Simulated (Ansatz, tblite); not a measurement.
**Ge(vinyl)(NHMe)3 (C₅H₁₅GeN₃): spin-state energies by level**

Is the singlet the ground state of Ge(vinyl)(NHMe)3 (C₅H₁₅GeN₃)? Other spin states are computed and compared level by level.

Method: as each input shows; program: Ansatz 0.2.0, Gaussian basis.

Plan: triplet, at the geometry of the singlet (GFN1-xTB, GFN2-xTB, PBE0-D4/def2-TZVP, PBE-D4/def2-TZVP, r2SCAN-D4/def2-TZVP); the singlet's energies come from earlier runs.

2 further runs of the same task are left out: 2 set aside as unsound or not needed. Runs told in other sessions of the task aren't counted.

**1. The structure**

The singlet was relaxed beforehand with r2SCAN-D4/def2-SVP.

24 atoms, charge 0, spin multiplicity 1.

Bond lengths: Ge1–C2 1.940 Å, Ge1–N7 1.838 Å, Ge1–N13 1.833 Å, Ge1–N19 1.833 Å, C2–C3 1.341 Å, C2–H4 1.099 Å, C3–H5 1.097 Å, C3–H6 1.097 Å, N7–C8 1.451 Å, N7–H9 1.018 Å, C8–H10 1.105 Å, C8–H11 1.102 Å, C8–H12 1.111 Å, N13–C14 1.451 Å, N13–H15 1.018 Å, C14–H16 1.105 Å, C14–H17 1.102 Å, C14–H18 1.110 Å and more. Angles: C2–Ge1–N7 107.4°, C2–Ge1–N13 119.7°, C2–Ge1–N19 105.8°, N7–Ge1–N13 100.8°, N7–Ge1–N19 120.5°, N13–Ge1–N19 103.5°, Ge1–C2–C3 121.9°, Ge1–C2–H4 119.0°, C3–C2–H4 119.1°, C2–C3–H5 121.0°, C2–C3–H6 122.3°, H5–C3–H6 116.7°, Ge1–N7–C8 121.5°, Ge1–N7–H9 112.2°, C8–N7–H9 112.4°, N7–C8–H10 111.1°, N7–C8–H11 109.7°, N7–C8–H12 114.9° and more.

**2. Triplet at the fixed geometry, GFN1-xTB**

Tight binding, by tblite at 300 K electronic temperature and without a spin-polarisation term:

```python
tblite.interface.Calculator('GFN1-xTB', numbers, positions, charge=0, uhf=2).singlepoint()
```

Energy -807.9973 eV; 0.019 s.

**3. Triplet at the fixed geometry, GFN2-xTB**

Tight binding, by tblite at 300 K electronic temperature and without a spin-polarisation term:

```python
tblite.interface.Calculator('GFN2-xTB', numbers, positions, charge=0, uhf=2).singlepoint()
```

Energy -784.3312 eV; 0.015 s.

**4. Triplet at the fixed geometry, PBE0-D4/def2-TZVP**

in.yaml reads:

```yaml
crystal:
  periodic: [false, false, false]
  atoms:
    - {symbol: Ge, position_ang: [-0.033849, 0.108723, 0.154539]}
    - {symbol: C, position_ang: [-0.063566, 0.064721, 2.093628]}
    - {symbol: C, position_ang: [0.907515, 0.623975, 2.830442]}
    - {symbol: H, position_ang: [-0.916425, -0.405088, 2.602931]}
    - {symbol: H, position_ang: [1.770312, 1.107658, 2.355909]}
    - {symbol: H, position_ang: [0.884818, 0.624069, 3.927348]}
    - {symbol: N, position_ang: [1.719453, 0.299682, -0.363891]}
    - {symbol: C, position_ang: [2.718160, -0.703562, -0.047096]}
    - {symbol: H, position_ang: [1.802943, 0.641726, -1.319477]}
    - {symbol: H, position_ang: [3.739333, -0.290792, -0.136040]}
    - {symbol: H, position_ang: [2.598902, -1.027988, 0.999683]}
    - {symbol: H, position_ang: [2.676392, -1.618599, -0.675438]}
    - {symbol: N, position_ang: [-0.810366, 1.511251, -0.734504]}
    - {symbol: C, position_ang: [-2.235542, 1.762515, -0.627249]}
    - {symbol: H, position_ang: [-0.257370, 2.364757, -0.688631]}
    - {symbol: H, position_ang: [-2.600186, 2.352785, -1.487230]}
    - {symbol: H, position_ang: [-2.772202, 0.800491, -0.642248]}
    - {symbol: H, position_ang: [-2.544519, 2.295935, 0.295980]}
    - {symbol: N, position_ang: [-1.014685, -1.339871, -0.393036]}
    - {symbol: C, position_ang: [-1.112697, -1.695745, -1.794907]}
    - {symbol: H, position_ang: [-0.996250, -2.143812, 0.229097]}
    - {symbol: H, position_ang: [-2.043926, -2.252894, -2.004414]}
    - {symbol: H, position_ang: [-1.147801, -0.773347, -2.396988]}
    - {symbol: H, position_ang: [-0.268464, -2.306600, -2.178416]}
basis:
  gaussian: {orbitals: def2-TZVP}
magnetization: {spin_polarized: true, initial_magnetization: 2}
hamiltonian: {xc: pbe0, dispersion: d4}
scf: {omitted_lower_state_checks: [starts]}
output: {orbitals: {seedname: orbitals}}
```

Command:

```sh
ansatz run in.yaml --threads 4 --pin off --events-out ev --progress --plain --max-ram 6963MiB
```

What it wrote:

```text
Functional definition: PBE0
  name "PBE0"
  cite "Adamo & Barone, J. Chem. Phys. 110, 6158 (1999) doi:10.1063/1.478522"
  cite "Perdew, Burke & Ernzerhof, Phys. Rev. Lett. 77, 3865 (1996) doi:10.1103/PhysRevLett.77.3865"
  parent pbe
  parameter a = 0.25
  parameter kappa = 0.804
  parameter beta = 0.06672455060314922
  exchange = (1 - a)*pbe_x(kappa = kappa, mu = beta*pi^2/3) + a*exact_x
  correlation = pbe_c(beta = beta)
these checks for a lower state are left out or cut short: starts
2426 factors; their error is unknown
mean field evaluation 1: about -66372.9678 eV, gradient 7.4e1 eV
mean field evaluation 2: about -66327.6449 eV, gradient 1.1e2 eV
mean field evaluation 4: about -66395.0605 eV, gradient 2.5e1 eV
mean field evaluation 8: about -66398.4642 eV, gradient 1.1e0 eV
mean field evaluation 16: about -66398.7071 eV, gradient 6.9e-3 eV
mean field -66398.70708697 eV, -2440.1074787859 hartree, gradient 4.0e-5 eV, S^2 2.009278; 0 other end points of the search recorded, 0 dependent functions left out
reference -66398.70713270 eV, -2440.1074804664 hartree; 50, 48 occupied and 336, 338 virtual orbitals, 2426 factors
Total energy: -66399.25871743 eV, -2440.1277508315 hartree
Checks for a lower state left out: starts
```

It took 49 s on 4 threads of Arm Neoverse V2, shared host; peak memory 2.3 GiB.

Report: HOMO -3.61 eV, LUMO -4.22 eV (over both spins; with the spin held, an empty level of the minority spin lies below the top filled one); ⟨S²⟩ 2.009 (pure: 2.00).

**5. Triplet at the fixed geometry, PBE-D4/def2-TZVP**

start.molden holds the orbitals of an earlier run on this state, given as this run's starting guess.

Changes to in.yaml since step 4:

```diff
@@ -28,5 +28,5 @@
 basis:
-  gaussian: {orbitals: def2-TZVP}
+  gaussian: {orbitals: def2-TZVP, initial_orbitals: start.molden}
 magnetization: {spin_polarized: true, initial_magnetization: 2}
-hamiltonian: {xc: pbe0, dispersion: d4}
+hamiltonian: {xc: pbe, dispersion: d4}
 scf: {omitted_lower_state_checks: [starts]}
```

The command is unchanged.

What it wrote:

```text
Functional definition: PBE
  name "PBE"
  cite "Perdew, Burke & Ernzerhof, Phys. Rev. Lett. 77, 3865 (1996) doi:10.1103/PhysRevLett.77.3865"
  parent pbe
  parameter kappa = 0.804
  parameter beta = 0.06672455060314922
  exchange = pbe_x(kappa = kappa, mu = beta*pi^2/3)
  correlation = pbe_c(beta = beta)
these checks for a lower state are left out or cut short: starts
2383 factors; their error is unknown
mean field evaluation 1: about -66395.7883 eV, gradient 1.0e1 eV
mean field evaluation 2: about -66396.1025 eV, gradient 9.3e-1 eV
mean field evaluation 4: about -66396.1584 eV, gradient 7.6e-1 eV
mean field evaluation 8: about -66396.1053 eV, gradient 5.8e-4 eV
mean field -66396.10529861 eV, -2440.0118648274 hartree, gradient 2.1e-5 eV, S^2 2.005526; 0 other end points of the search recorded, 0 dependent functions left out
reference -66396.10536135 eV, -2440.0118671330 hartree; 50, 48 occupied and 336, 338 virtual orbitals, 2383 factors
Total energy: -66396.74315116 eV, -2440.0353054762 hartree
Checks for a lower state left out: starts
```

Wall time 15 s (4 threads of Arm Neoverse V2, shared host); peak memory 0.95 GiB.

From the report: HOMO -1.52 eV, LUMO -5.01 eV (over both spins; with the spin held, an empty level of the minority spin lies below the top filled one); ⟨S²⟩ 2.006 (pure: 2.00).

**6. Triplet at the fixed geometry, r2SCAN-D4/def2-TZVP**

Changes to in.yaml since step 5:

```diff
@@ -30,3 +30,3 @@
 magnetization: {spin_polarized: true, initial_magnetization: 2}
-hamiltonian: {xc: pbe, dispersion: d4}
+hamiltonian: {xc: r2scan, dispersion: d4}
 scf: {omitted_lower_state_checks: [starts]}
```

The command is unchanged.

What it wrote:

```text
Functional definition: r2SCAN
  name "r2SCAN"
  cite "Furness, Kaplan, Ning, Perdew & Sun, J. Phys. Chem. Lett. 11, 8208 (2020) doi:10.1021/acs.jpclett.0c02405"
  cite "Furness, Kaplan, Ning, Perdew & Sun, J. Phys. Chem. Lett. 11, 9248 (2020) doi:10.1021/acs.jpclett.0c03077"
  parent r2scan
  parameter k0 = 0.174
  parameter k1 = 0.065
  parameter a1 = 4.9479
  exchange = r2scan_x(k0 = k0, k1 = k1, a1 = a1)
  correlation = r2scan_c
these checks for a lower state are left out or cut short: starts
2383 factors; their error is unknown
mean field evaluation 1: about -66411.7308 eV, gradient 5.9e0 eV
mean field evaluation 2: about -66411.8291 eV, gradient 2.3e-1 eV
mean field evaluation 4: about -66411.7642 eV, gradient 1.1e-1 eV
mean field evaluation 8: about -66411.7644 eV, gradient 3.8e-5 eV
mean field -66411.76437503 eV, -2440.5873252716 hartree, gradient 9.4e-6 eV, S^2 2.012818; 0 other end points of the search recorded, 0 dependent functions left out
reference -66411.76439566 eV, -2440.5873260297 hartree; 50, 48 occupied and 336, 338 virtual orbitals, 2383 factors
Total energy: -66411.94738363 eV, -2440.5940507137 hartree
Checks for a lower state left out: starts
```

It took 31 s on 4 threads of Arm Neoverse V2, shared host; peak memory 1.1 GiB.

HOMO -2.50 eV, LUMO -4.79 eV (over both spins; with the spin held, an empty level of the minority spin lies below the top filled one); ⟨S²⟩ 2.013 (pure: 2.00).

**7. Triplet less singlet, vertical**

The singlet's energies are those of its earlier runs, whose logs aren't repeated here.

| level | triplet less singlet, vertical (kcal/mol) | time |
| --- | --- | --- |
| GFN1-xTB | +95.8 | 0.033 s |
| GFN2-xTB | +103.6 | 0.024 s |
| PBE-D4/def2-TZVP | +91.6 | 21 s |
| r2SCAN-D4/def2-TZVP | +88.6 | 43 s |
| PBE0-D4/def2-TZVP | +92.8 | 61 s |

Times add the two runs; a level without a time comes out of a correlated run. Tight binding without a spin term can't rank spin states.

**8. What came out**

| quantity | value |
| --- | --- |
| triplet less singlet, vertical, functionals in def2-TZVP | +88.6 (r2SCAN-D4) to +92.8 kcal/mol (PBE0-D4) |

**Reading.** All functionals put the triplet above the singlet, over a spread of 4.2 kcal/mol. The checks for a lower triplet were left out, so another state of that spin may lie lower. These are electronic energies, without zero-point motion, entropy or surroundings.
